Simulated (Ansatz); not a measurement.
# ZrB: a trigonal deformation path

The task, for ZrB: follow a trigonal deformation at fixed volume.

Computed with Ansatz 0.2.0 (DFT PBEsol, scalar-relativistic, plane waves, PAW, unless a step's input says otherwise).

## 1. Starting point

The structure is cubic, space group Fm-3m (No. 225). The conventional cell has a = 4.650 Å, b = 4.650 Å, c = 4.650 Å, α = 90.00°, β = 90.00°, γ = 90.00°. Zr (site symmetry m-3m) has 6 B at 2.33 Å in its first shell of neighbours. B (site symmetry m-3m) is surrounded by 6 Zr at 2.33 Å.

Structure file:

```
Zr B
1.0
     0.00000    2.32500    2.32500
     2.32500    0.00000    2.32500
     2.32500    2.32500    0.00000
Zr B
1 1
Direct
  0.00000 0.00000 0.00000
  0.50000 0.50000 0.50000
```

The cell is taken as given, not relaxed at this level.

## 2. The reference cell

Reference values: F = -4281.8170 eV; pressure 29.40 GPa; largest force 0.000 eV/Å; gap on the mesh none (metal). It was computed beforehand with the settings of the runs below.

## 3. The scan: a trigonal deformation path

At fixed volume and fractional coordinates, lengths along (0.577, 0.577, 0.577) are scaled against those across it; ρ is that ratio over its starting value.

## 4. At ρ = 0.500

input.yaml reads:

```yaml
crystal:
  lattice:
    - [-0.9764388137, 1.9528776273, 1.9528776273]
    - [1.9528776273, -0.9764388137, 1.9528776273]
    - [1.9528776273, 1.9528776273, -0.9764388137]
  atoms:
    - { symbol: Zr, position: [0.0, 0.0, 0.0] }
    - { symbol: B, position: [0.5, 0.5, 0.5] }
basis:
  ecutwfc: 420
kpoints:
  mp_grid: { grid: [20, 20, 20] }
hamiltonian:
  xc: pbesol
scf:
  occupations: { method: gaussian, width: 0.15 }
output:
  forces: true
  stress: true
  eigenvalues: true
  write_density: true
  write_potential: true
  elf: true
  volumetric_format: npy
```

Launch:

```sh
$ ansatz run input.yaml --threads 1 --pin off --max-ram 2560MiB --backend cpu --events-out ev --progress --plain --runs-dir out
```

Further runs follow: point ρ = 2.000; ρ = 0.710; point ρ = 1.410; At ρ = 0.600; At ρ = 0.850; At ρ = 1.200; At ρ = 1.700; At ρ = 0.930; ρ = 1.080.

Q: Predict the outcome of this session. Wanted: highest point.

As calculated:

| quantity | value |
| --- | --- |
| highest point | 1259.1 meV/atom at ρ = 2.000 |

In words: The undisturbed cell stays the lowest of the sampled points. No further minimum shows among the sampled points. At ρ = 0.500 the cell takes another symmetry, Pm-3m, 366.7 meV/atom from the start at this fixed volume.
